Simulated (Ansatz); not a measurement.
**C₃H₅NSSi: up Jacob's ladder to CCSD(T)**

The task here is to estimate one member of a computed series from the others.

Method: functionals in def2-TZVPP, the program's frozen cores in correlated methods; program: Ansatz 0.2.0, Gaussian basis.

Plan: LDA (SPW92), PBE-D4, revPBE-D4, BLYP-D4, r2SCAN-D4, B97M-V, PBE0-D4, B3LYP-D4, r2SCANh-D4, r2SCAN0-D4, HSE06-D4, BHLYP-D4, CAM-B3LYP-D4, LC-ωPBE, ωB97X-V, ωB97M-V, B2PLYP, PBE-QIDH; CCSD(T)/def2-SVP; CCSD(T)/def2-TZVPP; MP2/def2-QZVPP; extrapolation to the limit; RPA on PBE.

## The geometry

The geometry comes from an earlier relaxation with PBE0-D4 in a triple-zeta def2 set; it is a stationary point, not always the lowest conformer.

11 atoms, charge 0, spin multiplicity 1.

Atoms are counted from 1 here; the program's logs count them from 0.

Bond lengths: C1–C2 1.204 Å, C1–H7 1.063 Å, C2–N3 1.328 Å, N3–C4 1.462 Å, N3–Si6 1.736 Å, C4–S5 1.845 Å, C4–H8 1.092 Å, C4–H9 1.092 Å, S5–Si6 2.131 Å, Si6–H10 1.485 Å, Si6–H11 1.485 Å. Angles: C2–C1–H7 179.8°, C1–C2–N3 179.9°, C2–N3–C4 122.4°, C2–N3–Si6 136.5°, C4–N3–Si6 101.1°, N3–C4–S5 100.3°, N3–C4–H8 112.4°, N3–C4–H9 112.4°, S5–C4–H8 110.6°, S5–C4–H9 110.6°, H8–C4–H9 110.2°, C4–S5–Si6 76.7°, N3–Si6–S5 81.9°, N3–Si6–H10 115.4°, N3–Si6–H11 115.4°, S5–Si6–H10 117.1°, S5–Si6–H11 117.1°, H10–Si6–H11 108.3°.

The first run:

in.yaml

```yaml
crystal:
  periodic: [false, false, false]
  atoms:
    - {symbol: C, position_ang: [2.601180, -0.294646, 0.164244]}
    - {symbol: C, position_ang: [1.407660, -0.158136, 0.084072]}
    - {symbol: N, position_ang: [0.091358, -0.008414, -0.002705]}
    - {symbol: C, position_ang: [-0.798654, -0.228360, 1.136264]}
    - {symbol: S, position_ang: [-2.431254, 0.128750, 0.354888]}
    - {symbol: Si, position_ang: [-1.048200, 0.423160, -1.239831]}
    - {symbol: H, position_ang: [3.655072, -0.414235, 0.231082]}
    - {symbol: H, position_ang: [-0.605457, 0.467227, 1.955809]}
    - {symbol: H, position_ang: [-0.763819, -1.258075, 1.498601]}
    - {symbol: H, position_ang: [-0.915395, 1.802236, -1.774617]}
    - {symbol: H, position_ang: [-1.127192, -0.516306, -2.387308]}
basis:
  gaussian: {orbitals: def2-TZVPP}
hamiltonian: {xc: lda}
output: {orbitals: {seedname: orbitals}}
```

Started as:

```bash
$ ansatz run in.yaml --threads 4 --pin off --events-out ev --progress --plain --max-ram 10444MiB
```

Among the steps run: LDA; PBE-D4 (GGA); revPBE-D4 (GGA); BLYP-D4 (GGA); r2SCAN-D4 (meta-GGA); B97M-V (meta-GGA); B3LYP-D4 (hybrid); r2SCANh-D4 (hybrid); r2SCAN0-D4 (hybrid); HSE06-D4 (hybrid); BHLYP-D4 (hybrid); CAM-B3LYP-D4 (range-separated); LC-ωPBE (range-separated); ωB97X-V (range-separated); ωB97M-V (range-separated); B2PLYP (double hybrid); PBE-QIDH (double hybrid).

One table of the session follows, with a row left open; its other results are not shown here.

It belongs to the step «Frontier levels by functional». 

```
  functional  HOMO (eV)  gap (eV)
 LDA (SPW92)      -5.55      3.59
      PBE-D4      -5.39      3.70
   revPBE-D4      -5.33      3.76
     BLYP-D4      -5.23      3.70
   r2SCAN-D4      -5.60      4.23
      B97M-V          ?         ?
     PBE0-D4      -6.56      5.76
    B3LYP-D4      -6.33      5.33
  r2SCANh-D4      -6.04      4.98
  r2SCAN0-D4      -6.70      6.09
    HSE06-D4      -6.16      4.99
    BHLYP-D4      -7.60      7.73
CAM-B3LYP-D4      -7.84      8.08
     LC-ωPBE      -9.17     10.61
     ωB97X-V      -8.82     10.09
     ωB97M-V      -8.72      9.70
```

Estimate the missing values for B97M-V.

**Answer.** HOMO (eV): -5.65; gap (eV): 4.18. In the column «HOMO (eV)» it lies between r2SCANh-D4 (-6.04) and r2SCAN-D4 (-5.60).
